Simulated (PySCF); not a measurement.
**GeN: a composite coupled-cluster curve**

One table from this session's results is given with a row withheld; the runs are named, their logs left out.

Program: PySCF 2.14.0. Level of theory: CCSD(T) on ROHF, scalar-relativistic core potentials. These are calculated values, not measurements.

Set-up of the first run:

```yaml
molecule: GeN
state: doublet, unpaired electrons π ↑
smaller_basis: Ge cc-pwCVDZ-PP with ECP10, N aug-cc-pVDZ
larger_basis: Ge cc-pwCVTZ-PP with ECP10, N aug-cc-pVTZ
frozen_core_orbitals: 5
extrapolation: correlation as n⁻³ (n = 2, 3), Hartree–Fock as (n+1)·exp(−9√n)
corrections: none
distances_Å: 1.5342, 1.6039, 1.6736, 1.7434, 1.8131, 1.9003, 1.9874
masses_u: 73.9212, 14.0031
dissociation_limit: Ge + N
```

Started as:

```bash
> OMP_NUM_THREADS=4 python comp.py task.json out
```

One of the session's tables, all rows but one given; the rest of the session is left out.

| level | Re (Å) | ωe (cm⁻¹) | ωexe (cm⁻¹) | αe (cm⁻¹) | De (eV) |
| --- | --- | --- | --- | --- | --- |
| CCSD(T), smaller basis | 1.7631 | 791.8 | 5.03 | 0.00374 | 3.043 |
| CCSD(T), larger basis | 1.7484 | 826.8 | 4.70 | 0.00349 | 3.433 |
| HF/CBS | ? | ? | ? | ? | ? |
| MP2/CBS | 1.7387 | 847.2 | 4.35 | 0.00329 | 3.644 |
| CCSD/CBS | 1.7286 | 880.7 | 4.33 | 0.00321 | 3.194 |
| CCSD(T)/CBS | 1.7445 | 835.5 | 4.61 | 0.00343 | 3.570 |

**Question.** Estimate the row for HF/CBS.

As computed: Re (Å): 1.6989; ωe (cm⁻¹): 985.9; ωexe (cm⁻¹): 3.78; αe (cm⁻¹): 0.00279; De (eV): 0.454. In the column «Re (Å)» it is the lowest.

An extrapolation from double and triple zeta is rough, so this isn't yet the limit.
